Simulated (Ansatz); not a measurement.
# CrAgO2: the cost of one run

Method: DFT PBEsol without U, plane waves, PAW, in Ansatz 0.2.0.

2 further runs of the same task are left out: 2 that didn't finish.

## (1) The structure to begin with

Symmetry: R-3m, No. 166, trigonal system. The conventional cell has a = 2.985 Å, b = 2.985 Å, c = 18.510 Å, α = 90.00°, β = 90.00°, γ = 120.00°. Around Cr (site symmetry -3m) lie 6 O at 2.00 Å. Around Ag (site symmetry -3m) lie 2 O at 2.07 Å. Around O (site symmetry 3m) lie 3 Cr at 2.00 Å and 1 Ag at 2.07 Å.

Coordinates:

```cif
data_structure
_symmetry_space_group_name_H-M 'R-3m:H'
_symmetry_Int_Tables_number 166
_cell_length_a 2.9850
_cell_length_b 2.9850
_cell_length_c 18.5100
_cell_angle_alpha 90.000
_cell_angle_beta 90.000
_cell_angle_gamma 120.000
_cell_volume 142.83
loop_
_atom_site_label
_atom_site_type_symbol
_atom_site_symmetry_multiplicity
_atom_site_Wyckoff_symbol
_atom_site_fract_x
_atom_site_fract_y
_atom_site_fract_z
_atom_site_occupancy
Cr1 Cr 3 b 0.66667 0.33333 0.83333 1
Ag1 Ag 3 a 0.00000 0.00000 0.00000 1
O1 O 6 c 0.33333 0.66667 0.77857 1
```

## (2) Ferromagnetic start, free, symmetry kept, no search

File input.yaml:

```yaml
crystal:
  lattice:
    - [1.49250042, -0.86169551, 12.33999598]
    - [-1.49250042, -0.86169551, 12.33999598]
    - [0.0, -3.44678206, 12.33999598]
  atoms:
    - { symbol: Cr, position: [0.5, 0.5, 0.75], spin: 3.0 }
    - { symbol: Ag, position: [0.0, 0.0, 0.0] }
    - { symbol: O, position: [0.1119, 0.1119, 0.94405] }
    - { symbol: O, position: [0.8881, 0.8881, 0.55595] }
    - { symbol: Cr, position: [0.5, 0.5, 0.25], spin: 3.0 }
    - { symbol: Ag, position: [0.0, 0.0, 0.5] }
    - { symbol: O, position: [0.1119, 0.1119, 0.44405] }
    - { symbol: O, position: [0.8881, 0.8881, 0.05595] }
basis:
  ecutwfc: 420
  ecutrho_ratio: 4
kpoints:
  mp_grid: { grid: [7, 7, 7] }
hamiltonian:
  xc: pbesol
scf:
  occupations: { method: gaussian, width: 0.05 }
  lower_state_search: "off"
  max_iter: 150
output:
  forces: true
  stress: true
  eigenvalues: true
  populations: true
  hubbard: { sites: [{ site: 0, l: d }, { site: 4, l: d }] }
magnetization:
  spin_polarized: true
```

On the command line:

```bash
$ ansatz run input.yaml --threads 4 --pin off --max-ram 6144MiB --backend cpu --events-out ev --progress --plain --runs-dir out
```

Q: Estimate wall time and peak memory on 4 threads of Arm Neoverse V1, shared host.

About 13 s, with a peak of 0.69 GiB.
